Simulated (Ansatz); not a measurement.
**C₃H₁₀O₃Si₂: how energies converge with the basis set**

How large a basis does C₃H₁₀O₃Si₂ need? Two functionals are run in growing sets.

Method: one geometry, several basis sets; program: Ansatz 0.2.0, Gaussian basis.

Levels to be run: PBE0-D4/def2-SVP; ωB97M-V/def2-SVP; PBE0-D4/def2-QZVPP; ωB97M-V/def2-QZVPP; the functionals' def2-TZVPP values are taken from earlier runs.

1 further run of the same task is left out (it didn't finish).

## 1. The relaxed structure

The geometry comes from an earlier relaxation with PBE0-D4 in a triple-zeta def2 set; it is a stationary point, not always the lowest conformer.

18 atoms, charge 0, spin multiplicity 1.

Atoms are counted from 1 here; the program's logs count them from 0.

Bond lengths: C1–C2 1.330 Å, C1–H9 1.087 Å, C1–H10 1.086 Å, C2–Si3 1.848 Å, C2–H11 1.089 Å, Si3–O4 1.639 Å, Si3–O5 1.630 Å, Si3–H12 1.485 Å, O4–H13 0.958 Å, O5–Si6 1.636 Å, Si6–C7 1.856 Å, Si6–O8 1.641 Å, Si6–H14 1.481 Å, C7–H15 1.094 Å, C7–H16 1.093 Å, C7–H17 1.093 Å, O8–H18 0.958 Å. Angles: C2–C1–H9 121.5°, C2–C1–H10 122.6°, H9–C1–H10 115.9°, C1–C2–Si3 121.6°, C1–C2–H11 118.5°, Si3–C2–H11 119.9°, C2–Si3–O4 106.7°, C2–Si3–O5 112.3°, C2–Si3–H12 109.6°, O4–Si3–O5 110.0°, O4–Si3–H12 111.7°, O5–Si3–H12 106.6°, Si3–O4–H13 117.8°, Si3–O5–Si6 149.9°, O5–Si6–C7 108.9°, O5–Si6–O8 109.3°, O5–Si6–H14 109.7°, C7–Si6–O8 112.3° and more.

## 2. PBE0-D4 in def2-SVP

The input, in.yaml:

```yaml
crystal:
  periodic: [false, false, false]
  atoms:
    - {symbol: C, position_ang: [-1.976047, -0.513247, 2.073601]}
    - {symbol: C, position_ang: [-1.297122, 0.472601, 1.493230]}
    - {symbol: Si, position_ang: [-1.404348, 0.782058, -0.325455]}
    - {symbol: O, position_ang: [-1.744626, 2.374527, -0.513747]}
    - {symbol: O, position_ang: [-0.017422, 0.411989, -1.098403]}
    - {symbol: Si, position_ang: [1.596064, 0.146898, -1.060623]}
    - {symbol: C, position_ang: [1.951273, -1.232612, 0.128989]}
    - {symbol: O, position_ang: [2.127632, -0.185432, -2.576626]}
    - {symbol: H, position_ang: [-2.631924, -1.164857, 1.501420]}
    - {symbol: H, position_ang: [-1.917560, -0.715204, 3.139510]}
    - {symbol: H, position_ang: [-0.661536, 1.101958, 2.114934]}
    - {symbol: H, position_ang: [-2.460989, -0.077990, -0.916733]}
    - {symbol: H, position_ang: [-1.716214, 2.736093, -1.400602]}
    - {symbol: H, position_ang: [2.299978, 1.396499, -0.689701]}
    - {symbol: H, position_ang: [1.444037, -2.153340, -0.173236]}
    - {symbol: H, position_ang: [3.023617, -1.434954, 0.183410]}
    - {symbol: H, position_ang: [1.598031, -0.976729, 1.131389]}
    - {symbol: H, position_ang: [1.787156, -0.968248, -3.011346]}
basis:
  gaussian: {orbitals: def2-SVP}
hamiltonian: {xc: pbe0, dispersion: d4}
output: {orbitals: {seedname: orbitals}}
```

Further steps of the session: ωB97M-V in def2-SVP; PBE0-D4 in def2-QZVPP; ωB97M-V in def2-QZVPP.

Q: Predict the results of all the runs planned. Wanted: PBE0-D4: double and triple zeta above quadruple; ωB97M-V: double and triple zeta above quadruple.

The runs gave:

```
                                       quantity           value
PBE0-D4: double and triple zeta above quadruple  18.51, 1.11 eV
ωB97M-V: double and triple zeta above quadruple  18.81, 1.04 eV
```

What this shows: For PBE0-D4 the step from double to triple zeta gains 17.39 eV and the next only 1.11 eV. These are total energies; as a rule much of such shifts cancels in differences, which this series doesn't test.
